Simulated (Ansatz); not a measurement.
Set up this calculation in Ansatz 0.2.0, as the native input.

| Quantity | Value |
| --- | --- |
| Task | relaxation of cell and atoms |
| Functional | PBE |
| Dispersion | D4 |
| Potentials or basis | Ansatz PAW |
| Cutoff | 420 eV (not typed: the program's choice for these potentials) |
| k mesh | 8 × 8 × 5 |
| Occupations | fermi-dirac, width 0.05 eV |
| Spin | no spin polarisation |

The system is Cd2S.

```
CELL_PARAMETERS angstrom
3.96267 0.00000 0.00000
-1.98134 3.43177 0.00000
0.00000 0.00000 5.80919
ATOMIC_POSITIONS crystal
Cd 0.33333 0.66667 0.93272
Cd 0.66667 0.33333 0.57873
S 0.33333 0.66667 0.36571
```

The cell comes from a database or a generator and needn't be the stable form of this composition.

The input as run:

input.yaml

```yaml
crystal:
  lattice:
    - [3.962670049, 0.0, 0.0]
    - [-1.9813350245, 3.4317729293, 0.0]
    - [0.0, 0.0, 5.809192]
  atoms:
    - { symbol: Cd, position: [0.3333333333, 0.6666666667, 0.932717] }
    - { symbol: Cd, position: [0.6666666667, 0.3333333333, 0.578735] }
    - { symbol: S, position: [0.3333333333, 0.6666666667, 0.365705] }
hamiltonian:
  xc: pbe
  pseudopotentials: { kind: paw }
  dispersion: d4
kpoints:
  mp_grid: { grid: [8, 8, 5] }
scf:
  occupations: { method: fermi_dirac, width: 0.05 }
output:
  forces: true
  stress: true
  eigenvalues: true
relax:
  f_tol: 0.01
  max_steps: 40
  cell: { stress_tol: 0.05 }
```

Potentials or basis: Ansatz PAW.

The run is started by

```bash
$ ansatz run input.yaml --threads 2 --pin off --max-ram 5632MiB --backend cpu --events-out ev --progress --plain --runs-dir out
```

Results of the run:

```json
{"Relaxed volume": "24.83 Å³/atom", "Relaxed cell": "a = 3.854 Å, b = 3.854 Å, c = 5.791 Å, α = 90.00°, β = 90.00°, γ = 120.00°", "Space group after relaxing (to 0.05 Å)": "P3m1 (No. 156)", "Energy gained by relaxing": "10.3 meV/atom", "Ionic steps": "5", "Pressure after relaxing": "0.0 GPa", "Band gap on the k mesh": "0.19 eV, indirect (least direct gap 0.59 eV)"}
```

Caveat: odd divisions of the mesh miss points on the zone boundary, where band edges often lie, so the gap on the mesh can be too wide; the plane-wave basis is chosen anew once the cell has moved, so the energies of steps on either side of that aren't comparable.

Run time: 21 s on 2 threads of Arm Neoverse V1 (shared host), peak memory 0.41 GiB.
